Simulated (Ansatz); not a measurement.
# HfPb2: from a guess to a relaxed structure

The task: take a trial cell of HfPb2 to zero force and stress.

Program: Ansatz 0.2.0. Level of theory: DFT PBE, scalar-relativistic, plane waves, PAW. These are calculated values, not measurements.

## (1) Starting point

Symmetry: P-3m1, No. 164, trigonal system. Conventional cell: a = 3.353 Å, b = 3.353 Å, c = 8.528 Å, α = 90.00°, β = 90.00°, γ = 120.00°. Around Hf (site symmetry -3m) lie 6 Hf at 3.35 Å and 6 Pb at 3.36 Å. Around Pb (site symmetry 3m) lie 9 Pb at 3.35 to 3.60 Å and 3 Hf at 3.36 Å.

Structure file:

```xyz
3
Lattice="3.3526 0.0000 0.0000 -1.6763 2.9034 0.0000 0.0000 0.0000 8.5275" Properties=species:S:1:pos:R:3 pbc="T T T"
Hf    0.0000    0.0000    0.0000
Pb    0.0000    1.9356    2.7435
Pb    1.6763    0.9678    5.7841
```

Recipe of the guess: close-packed layers stacked ABC|A (P-3m1, No. 164). The dimensions are guesses.

## (2) The guess as it stands, on a coarse mesh

Input file input.yaml:

```yaml
crystal:
  lattice:
    - [3.35259116, 0.0, 0.0]
    - [-1.67629558, 2.90342912, 0.0]
    - [0.0, 0.0, 8.52752862]
  atoms:
    - { symbol: Hf, position: [0.0, 0.0, 0.0] }
    - { symbol: Pb, position: [0.33333333, 0.66666667, 0.32171778] }
    - { symbol: Pb, position: [0.66666667, 0.33333333, 0.67828222] }
basis:
  ecutwfc: 420
kpoints:
  mp_grid: { grid: [6, 6, 2] }
hamiltonian:
  xc: pbe
scf:
  occupations: { method: gaussian, width: 0.1 }
  lower_state_search: "off"
output:
  forces: true
  stress: true
  eigenvalues: true
```

The run is started by

```bash
$ ansatz run input.yaml --threads 1 --pin off --max-ram 2048MiB --backend cpu --events-out ev --progress --plain --runs-dir out
```

Further runs follow: coarse relaxation; final relaxation.

What does the calculation give? Wanted: conventional cell; volume; energy over the elements; gap on the mesh.

The runs gave:

```
                              quantity                                                                       value
symmetry at the end (tolerance 0.05 Å)                                                 space group P-3m1 (No. 164)
                     conventional cell  a = 3.409 Å, b = 3.409 Å, c = 7.982 Å, α = 90.00°, β = 90.00°, γ = 120.00°
                                volume                                                               26.77 Å³/atom
              energy over the elements                                                               +0.13 eV/atom
                       gap on the mesh                                                                none (metal)
```

What this shows: The space group P-3m1 (No. 164) is kept, and the volume per atom shrinks by 3.2 % from the first guess. With a positive formation energy it can't be a ground state. No finished test with a distortion of lower symmetry is shown, so the end may be a saddle point. Spin-orbit coupling is left out for Hf, Pb.
